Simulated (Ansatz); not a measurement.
# TaTe (Pm-3m) in Ansatz: further runs

The runs below take TaTe through band structure, single point, equation of state, with HSE06.

Program: Ansatz 0.2.0. These are calculated values, not measurements. Logs are shortened: lines on timing, memory, paths and dates and some standing lists are left out, and cuts for length are marked.

### 1 The structure

It takes space group Pm-3m (No. 221, cubic). Conventional cell: a = 3.420 Å, b = 3.420 Å, c = 3.420 Å, α = 90.00°, β = 90.00°, γ = 90.00°. Ta (site symmetry m-3m) is surrounded by 8 Te at 2.96 Å. Around Te (site symmetry m-3m) lie 8 Ta at 2.96 Å.

The cell was built by a generator and needn't be a form met in nature.

### 2 Band structure, HSE06

input.yaml

```yaml
crystal:
  lattice:
    - [3.42009, 0.0, 0.0]
    - [0.0, 3.42009, 0.0]
    - [0.0, 0.0, 3.42009]
  atoms:
    - { symbol: Ta, position: [0.5, 0.5, 0.5] }
    - { symbol: Te, position: [0.0, 0.0, 0.0] }
hamiltonian:
  xc: hse06
  pseudopotentials: { kind: paw }
kpoints:
  mp_grid: { grid: [5, 5, 5] }
  band_path:
    path:
      - [[0.0, 0.0, 0.0], [0.0, 0.5, 0.0], [0.5, 0.5, 0.0], [0.0, 0.0, 0.0], [0.5, 0.5, 0.5], [0.0, 0.5, 0.0]]
      - [[0.5, 0.5, 0.0], [0.5, 0.5, 0.5]]
    npoints: 4
scf:
  occupations: { method: fermi_dirac, width: 0.05 }
  n_extra_bands: 6
output:
  forces: true
  stress: true
  eigenvalues: true
  fatbands: false
```

Potentials or basis: Ansatz PAW.

Started as:

```console
$ ansatz run input.yaml --threads 2 --pin off --max-ram 5632MiB --backend cpu --events-out ev --progress --plain --runs-dir out
```

Log:

```text
Warning: output.stress: scf.convergence.dr2_threshold = 1e-7 eV (the SCF's general default) is looser than the 2e-10 eV advised for a printed stress (1e-10 eV for each atom of the cell: 2). What an SCF threshold leaves in a stress goes as its square root, and in the free energy as the threshold itself, and one threshold admits the most on a small cell: of the crystals measured, under no hybrid functional and no lock of the moments, on runs that ended without the residual-converged pass, on stresses that held no estimate of that error, the worst erred by over 100 MPa in a component at 1e-7 eV an atom and by under 5 at 1e-10. Set scf.convergence.dr2_threshold to 2e-10 eV or tighter. The threshold is an SCF's pass mark: one that does not reach it within its budget of iterations ends unconverged, or closes short of it on a stop that the run arms, and scf.convergence.dr2_threshold's page says what that costs each kind of run
Warning: output.stress: scf.exx.energy_threshold = 1e-6 eV is looser than the 2e-8 eV advised for a stress under a hybrid functional (1e-8 eV for each atom of the cell: 2). Every SCF of the exchange loop can meet its threshold on dr2 while the loop round them stops early: no threshold on dr2 bounds what that leaves in the stress. Set scf.exx.energy_threshold to 2e-8 eV or tighter. The threshold is the loop's pass mark: a loop that does not reach it within its budget of cycles ends unconverged, and scf.exx.energy_threshold's page has the law
Warning: RAYON_NUM_THREADS=2 ignored (pool sized by the plan → 2); use --threads N
scf.n_extra_bands = 6 over 15 filled bands (N_el = 29.0): the run solves 21 bands
Engine: ansatz 0.2.0, x86_64-unknown-linux-gnu
Pseudopotentials: kind: paw
Pseudopotential: Ta, paw, valence charge 13, recommended cutoff 420 eV (normal), Ta.paw.azcp
Pseudopotential: Te, paw, valence charge 16, recommended cutoff 420 eV (normal), Te.paw.azcp
Functional definition: HSE06
  parameter a = 0.25
  parameter omega = 0.11/bohr
  exchange = pbe_x - a*pbe_x_sr(omega) + a*exact_x_sr(omega)
  correlation = pbe_c
Crystal: 2 atoms, lattice volume = 40.005 Å³
Basis set: ecut = 420 eV, 751 PW (Γ), exchange–correlation on 48×48×48 points (8 copies of the dense FFT grid, shifted against one another)
Bands: 21, of which v1, the nominal top of the filled ones, is band 15 counted from 1 (14 counted from 0)
Symmetry: 48 space group operations
Space group: Pm-3m (ITA 221), of the structure as read, at distance tolerance 3.4e-5 Å
k-points: 10 of 125
Non-local potential: Ta, projectors of the file, l = 0: 3, l = 1: 2, l = 2: 2, l = 3: 1
Non-local potential: Te, projectors of the file, l = 0: 2, l = 1: 2, l = 2: 2, l = 3: 2
PAW form: soft (Blöchl's): semilocal exchange-correlation on the pseudo side does not see the compensation charge
PAW frozen core: Ta, regenerated for the run's functional, and the local potential with it (the file was generated under x = pbe(κ = 0.804, μ = 0.2195149727645171), c = pbe(β = 0.06672455060314922))
PAW frozen core: Te, regenerated for the run's functional, and the local potential with it (the file was generated under x = pbe(κ = 0.804, μ = 0.2195149727645171), c = pbe(β = 0.06672455060314922))
PAW one-centre angular grid: Ta, 590 points (default); XC on 64 Gauss nodes
PAW one-centre angular grid: Te, 590 points (default); XC on 64 Gauss nodes
Initial density: superposition of atomic densities (neutral atoms: chi_scale 0, normalization atom), corrected by the library's trained network
Initial wavefunctions: pseudopotential atomic-orbital guess
Functional: x = pbe(κ = 0.804, μ = 0.2195149727645171), c = pbe(β = 0.06672455060314922), warm-up for x = pbe(κ = 0.804, μ = 0.2195149727645171) + 0.25 (exact − pbe) at short range (hse, ω = 0.20786987370883472 Å⁻¹), c = pbe(β = 0.06672455060314922); HSE06 as pw.x's `hse` composes it (authors' and Libxc's form: `xc: wpbeh`)
SCF iter   1: F=—  HF=-16911.840415 eV  |F-HF|=—  |Δ(HF+E_count)|=         —  Δρ=5.74e-3  dr2=1.98e-2  ethr=1.77e-3  ⟨swp⟩=6.7  Hψ=862  notcnv=0
preconditioner: auto → none  [insulator: Δε(μ)=0.217 eV  Ē_g=9.577 eV  σ=0.050 eV  W_gap=0.68  n_scr=6 (ndim 8)  ℏωp=19.5 eV  f_vac=0.000  D(μ)=2.95/eV (n_scr^D=26)]
SCF iter   2: F=—  HF=-16911.836342 eV  |F-HF|=—  |Δ(HF+E_count)|=   4.07e-3  Δρ=2.31e-3  dr2=2.62e-3  ethr=6.81e-5  ⟨swp⟩=3.4  Hψ=455  notcnv=0  defer=1
iter 3 solved again at ethr=7.07e-8 eV; its pass at ethr=9.02e-6 eV (dr2=2.05e-5 eV) is discarded
SCF iter   3: F=—  HF=-16911.836018 eV  |F-HF|=—  |Δ(HF+E_count)|=   3.24e-4  Δρ=3.50e-4  dr2=2.12e-5  ethr=7.07e-8  ⟨swp⟩=3.5  Hψ=873  notcnv=0
SCF iter   4: F=—  HF=-16911.836024 eV  |F-HF|=—  |Δ(HF+E_count)|=   6.29e-6  Δρ=6.86e-5  dr2=1.52e-6  ethr=7.07e-8  ⟨swp⟩=3.0  Hψ=447  notcnv=0
SCF iter   5: F=—  HF=-16911.836023 eV  |F-HF|=—  |Δ(HF+E_count)|=   8.07e-7  Δρ=1.49e-5  dr2=4.79e-8  ethr=5.24e-9  ⟨swp⟩=3.0  Hψ=488  notcnv=0
SCF iter   6: F=—  HF=-16911.836023 eV  |F-HF|=—  |Δ(HF+E_count)|=   9.10e-9  Δρ=3.39e-6  dr2=3.88e-9  ethr=1.65e-10  ⟨swp⟩=3.1  Hψ=456  notcnv=0
SCF iter   7: F=-16911.836023 eV  HF=-16911.836023 eV  |F-HF|=3.64e-12  |Δ(HF+E_count)|=   1.12e-9  Δρ=3.96e-7  dr2=4.09e-11  ethr=1.34e-11  ⟨swp⟩=3.0  Hψ=426  notcnv=0
SCF 1 converged in 7 iterations: F = -16911.836023 eV  dr2 = 4.09e-11
Initial density: handed on by an earlier stage of this run
Initial wavefunctions: those handed on with the density
Functional: x = pbe(κ = 0.804, μ = 0.2195149727645171) + 0.25 (exact − pbe) at short range (hse, ω = 0.20786987370883472 Å⁻¹), c = pbe(β = 0.06672455060314922); HSE06 as pw.x's `hse` composes it (authors' and Libxc's form: `xc: wpbeh`)
Exchange kernel: α = 0.2500, screened, ω = 0.2079 Å⁻¹, Wigner–Seitz truncation, v(0) = 1039.7826 eV·Å³, q-mesh 5×5×5, nearest image of the exchange supercell L = 17.10 Å, pair-density grid 15×15×15, without the augmentation charges, whose exchange is taken in its separable form by FFT convolution over the k-point mesh (sized by the pseudopotential files, 24×24×24 at the most), smooth part of the exact exchange by density-matrix convolution
Frozen-core exchange: fock
iter 1 solved again at ethr=1.02e-4 eV; its pass at ethr=1.00e-1 eV (dr2=2.94e-2 eV) is discarded
SCF iter   1: F=—  HF=-16916.811319 eV  |F-HF|=—  |Δ(HF+E_count)|=         —  Δρ=6.90e-3  dr2=3.38e-2  ethr=1.02e-4  ⟨swp⟩=3.4  Hψ=925  notcnv=0
preconditioner: auto → none  [insulator: Δε(μ)=0.148 eV  Ē_g=10.779 eV  σ=0.050 eV  W_gap=0.51  n_scr=6 (ndim 8)  ℏωp=19.5 eV  f_vac=0.000  D(μ)=2.75/eV (n_scr^D=26)]
SCF iter   2: F=—  HF=-16916.802082 eV  |F-HF|=—  |Δ(HF+E_count)|=   9.24e-3  Δρ=2.98e-3  dr2=6.10e-3  ethr=1.02e-4  ⟨swp⟩=3.3  Hψ=546  notcnv=0
SCF iter   3: F=—  HF=-16916.804217 eV  |F-HF|=—  |Δ(HF+E_count)|=   2.13e-3  Δρ=1.76e-3  dr2=7.22e-4  ethr=1.97e-5  ⟨swp⟩=3.1  Hψ=426  notcnv=0
SCF iter   4: F=—  HF=-16916.804038 eV  |F-HF|=—  |Δ(HF+E_count)|=   1.79e-4  Δρ=8.37e-4  dr2=1.83e-4  ethr=2.19e-6  ⟨swp⟩=2.7  Hψ=368  notcnv=0
SCF iter   5: F=—  HF=-16916.804351 eV  |F-HF|=—  |Δ(HF+E_count)|=   3.13e-4  Δρ=3.57e-4  dr2=1.06e-4  ethr=3.95e-7  ⟨swp⟩=3.3  Hψ=440  notcnv=0
SCF iter   6: F=-16916.804321 eV  HF=-16916.804321 eV  |F-HF|=3.76e-7  |Δ(HF+E_count)|=   2.92e-5  Δρ=6.95e-5  dr2=1.58e-6  ethr=3.27e-7  ⟨swp⟩=3.0  Hψ=394  notcnv=0
SCF 2 stopped early in 6 iterations: F = -16916.804321 eV  dr2 = 1.58e-6
hybrid outer 1: dexx = +4.678e-3 eV, tail = 5.71e-5 eV
Exchange kernel: α = 0.2500, screened, ω = 0.2079 Å⁻¹, Wigner–Seitz truncation, v(0) = 1039.7826 eV·Å³, q-mesh 5×5×5, nearest image of the exchange supercell L = 17.10 Å, pair-density grid 15×15×15, without the augmentation charges, whose exchange is taken in its separable form by FFT convolution over the k-point mesh (sized by the pseudopotential files, 24×24×24 at the most), smooth part of the exact exchange by density-matrix convolution
Frozen-core exchange: fock
SCF iter   1: F=—  HF=-16916.804425 eV  |F-HF|=—  |Δ(HF+E_count)|=         —  Δρ=7.70e-5  dr2=2.77e-6  ethr=9.85e-7  ⟨swp⟩=3.9  Hψ=492  notcnv=0
preconditioner: auto → none  [insulator: Δε(μ)=0.154 eV  Ē_g=10.729 eV  σ=0.050 eV  W_gap=0.51  n_scr=6 (ndim 8)  ℏωp=19.5 eV  f_vac=0.000  D(μ)=2.65/eV (n_scr^D=26)]
SCF iter   2: F=—  HF=-16916.804424 eV  |F-HF|=—  |Δ(HF+E_count)|=   7.65e-7  Δρ=3.41e-5  dr2=1.91e-7  ethr=9.16e-9  ⟨swp⟩=3.0  Hψ=429  notcnv=0
SCF iter   3: F=—  HF=-16916.804425 eV  |F-HF|=—  |Δ(HF+E_count)|=   2.64e-7  Δρ=7.94e-6  dr2=3.88e-8  ethr=4.58e-10  ⟨swp⟩=3.7  Hψ=490  notcnv=0  defer=2
SCF iter   4: F=-16916.804425 eV  HF=-16916.804425 eV  |F-HF|=1.89e-10  |Δ(HF+E_count)|=   1.14e-8  Δρ=1.11e-6  dr2=1.08e-9  ethr=1.03e-10  ⟨swp⟩=3.0  Hψ=447  notcnv=0
SCF 3 converged in 4 iterations: F = -16916.804425 eV  dr2 = 1.08e-9
  Residual-converged pass: ⟨swp⟩=3.0  Hψ=454  notcnv=0  max |occ|·‖R‖ = 2.3e-6 eV (tolerance 2.4e-6 eV)  dr2=1.10e-9  dr2_onsite=1.45e-10  max |Δocc| = 9.1e-12
hybrid outer 2: dexx = +4.569e-7 eV, tail = 1.06e-8 eV, Δε = 2.16e-3 eV (about 5.82e-5 eV left of the loop's levels)
NSCF: frozen V_eff on 26 k-points
hybrid SCF converged: 2 outer / 10 inner (+7 warm-up), last move |dexx| = 4.57e-7 eV, tail = 1.06e-8 eV
Stability not checked: this state was not tested for a lower state beside it, because the functional holds exact exchange (a hybrid, or Hartree-Fock), whose exchange loop this test does not read (fock_operator; see scf.lower_state_search)
Free energy (F): -16916.804425 eV
Frozen-core exchange: fock
Harris-Foulkes:  -16916.804425 eV  (|F-HF|=1.89e-10)
Internal energy: -16916.783804 eV  (E = F + TS)
E sigma→0 (E₀):  -16916.794114 eV
Entropy (-TS):   -0.020621 eV (-10.310 meV/atom)
Fermi energy:    18.122921 eV
--- Per-component energies (eV) ---
  E_band       = -318.426285
  E_kinetic    = 546.873487
  E_local      = -1325.201585  (includes V_loc(G=0)·N_el)
  E_nonlocal   = -294.829083
  E_hartree    = 808.767426
  E_xc         = -275.363762
  E_vxc        = -247.251792  (∫ρ·V_xc dr)
  E_exx        = -81.176126  (= α·E_x^exact, valence–valence)
  E_paw        = -13051.523821  (= ΣΔE_a)
  E_vpaw       = -453.199637  (= ΣTr[D̂ρ^β])
  E_aug_tail   = -0.000051  (compensation charges beyond the density's cutoff)
  E_ewald      = -3240.796593
  E_core_change = -3.533695  (= ΣΔE_core)
  E_smearing   = -0.020621  (= −TS)
  E_closure    = -0.000000  (closes the sum)
  Σ components = -16916.804425   (vs F -16916.804425, Δ=0.00e0)
--- Forces (eV/Å), atoms counted from 1 ---
  atom   1  Ta     0.00000000    -0.00000000     0.00000000
  atom   2  Te    -0.00000000     0.00000000    -0.00000000
  max |Σ_I F_I| component: 3.63e-29 eV/Å
--- Stress (GPa, compression-positive) ---
       -4.323505      -0.000000       0.000000
        0.000000      -4.323505      -0.000000
       -0.000000       0.000000      -4.323505
  P = ⅓ Tr σ = -4.3235 GPa (-43.235 kbar)
--- Band table (eV; the first three rows and the last of 10) ---
  k-point 0: bands = ["-54.3567", "-22.6084", "-22.6084", "-22.5849", "-22.5849", "-22.5849", "-19.3952", "-19.3952", "-19.3952", "1.4722", "14.6805", "14.6805", "16.1868", "16.1868", "16.1868", "19.8294", "19.8294", "19.8294", "20.6682", "27.4223", "27.4223"]
  k-point 1: bands = ["-54.3547", "-22.6078", "-22.5980", "-22.5908", "-22.5908", "-22.5845", "-19.4636", "-19.3834", "-19.3834", "2.0324", "12.0573", "14.9406", "15.5008", "15.5008", "17.2824", "19.9082", "20.8900", "20.8900", "22.7911", "25.2614", "28.9196"]
  k-point 2: bands = ["-54.3513", "-22.6069", "-22.6001", "-22.6001", "-22.5837", "-22.5812", "-19.5728", "-19.3648", "-19.3648", "3.3426", "8.8486", "14.6954", "14.6954", "15.4508", "20.0424", "20.1426", "23.1217", "23.1217", "23.1414", "23.8822", "26.6984"]
  k-point 9: bands = ["-54.3395", "-22.6154", "-22.6154", "-22.6099", "-22.5640", "-22.5640", "-19.5215", "-19.5128", "-19.5128", "5.6105", "10.7695", "10.7695", "11.7912", "17.7079", "18.5247", "18.5247", "22.4930", "22.4930", "23.5242", "24.7620", "24.7620"]
```

Wall time 1.8 min (2 threads of Intel Xeon at 2.70GHz, shared host); peak memory 1.2 GiB.

Results:

- Free energy: -16916.8044 eV
- Pressure: -4.3 GPa
- Band gap on the k mesh: none (metal or under the smearing width)

Levels at the corners of the path, in eV from the Fermi level:
```csv
point,band 11,band 12,band 13,band 14,band 15,band 16,band 17,band 18
Γ,-3.44,-3.44,-1.94,-1.94,-1.94,1.71,1.71,1.71
X,-9.87,-3.54,-3.54,-2.57,1.94,3.06,4.70,5.43
M,-6.86,-6.86,-4.07,-0.29,-0.29,0.29,1.84,3.51
Γ,-3.44,-3.44,-1.94,-1.94,-1.94,1.71,1.71,1.71
R,-7.69,-7.69,-7.69,1.38,1.38,1.38,3.65,3.65
X,-9.87,-3.54,-3.54,-2.57,1.94,3.06,4.70,5.43
M,-6.86,-6.86,-4.07,-0.29,-0.29,0.29,1.84,3.51
R,-7.69,-7.69,-7.69,1.38,1.38,1.38,3.65,3.65
```

Caveat: the k mesh is coarse (spacing up to 0.37 Å⁻¹), so the values aren't converged, least of all with exact exchange; spin-orbit coupling is left out, which moves the levels of the heavy elements; the PAW data sets come from PBE, with cores solved anew for the run's functional, which leaves a small shift of forces and pressure; the thresholds are loose for stress.

(Continued in part 2 of 2.)
